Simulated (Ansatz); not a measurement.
# GeICl₃: small, medium and large basis sets

One table from this session's results is given with a row withheld; the runs are named, their logs left out.

Computed with Ansatz 0.2.0, Gaussian basis. Level: one geometry, several basis sets.

Levels to be run: PBE0-D4/def2-SVP; ωB97M-V/def2-SVP; PBE0-D4/def2-QZVPP; ωB97M-V/def2-QZVPP; the functionals' def2-TZVPP values are taken from earlier runs.

### The geometry

The geometry comes from an earlier relaxation with PBE0-D4 in a triple-zeta def2 set; it is a stationary point. I takes the def2 core potential; no spin-orbit term is included.

SMILES `[Cl][Ge]([Cl])([Cl])[I]`, 5 atoms, charge 0, spin multiplicity 1.

Atoms are counted from 1 here; the program's logs count them from 0.

Bond lengths: Cl1–Ge2 2.124 Å, Ge2–Cl3 2.124 Å, Ge2–Cl4 2.124 Å, Ge2–I5 2.477 Å. Angles: Cl1–Ge2–Cl3 108.3°, Cl1–Ge2–Cl4 108.3°, Cl1–Ge2–I5 110.6°, Cl3–Ge2–Cl4 108.3°, Cl3–Ge2–I5 110.6°, Cl4–Ge2–I5 110.6°.

The first run:

File in.yaml:

```yaml
crystal:
  periodic: [false, false, false]
  atoms:
    - {symbol: Cl, position_ang: [-1.403792, -0.647218, 1.470551]}
    - {symbol: Ge, position_ang: [0.012292, -0.061468, -0.000682]}
    - {symbol: Cl, position_ang: [1.948356, -0.613236, 0.677654]}
    - {symbol: Cl, position_ang: [-0.399854, -1.131667, -1.788904]}
    - {symbol: I, position_ang: [-0.107102, 2.379888, -0.400117]}
basis:
  gaussian: {orbitals: def2-SVP}
hamiltonian: {xc: pbe0, dispersion: d4}
output: {orbitals: {seedname: orbitals}}
```

Started as:

```
> ansatz run in.yaml --threads 4 --pin off --events-out ev --progress --plain --max-ram 10444MiB
```

Among the steps run: PBE0-D4 in def2-SVP; ωB97M-V in def2-SVP; PBE0-D4 in def2-QZVPP; ωB97M-V in def2-QZVPP.

One of the session's tables, all rows but one given; the rest of the session is left out.

It belongs to the step «Density functionals: the series». 

```
functional       basis  HOMO (eV)  LUMO (eV)
   PBE0-D4    def2-SVP      -8.36      -2.56
   PBE0-D4  def2-TZVPP      -8.43      -2.68
   PBE0-D4  def2-QZVPP      -8.45      -2.71
   ωB97M-V    def2-SVP     -10.46      -0.50
   ωB97M-V  def2-TZVPP          ?          ?
   ωB97M-V  def2-QZVPP     -10.59      -0.79
```

Estimate the missing values for ωB97M-V, def2-TZVPP.

As computed: HOMO (eV): -10.57; LUMO (eV): -0.72. In the column «HOMO (eV)» it lies between ωB97M-V, def2-QZVPP (-10.59) and ωB97M-V, def2-SVP (-10.46).
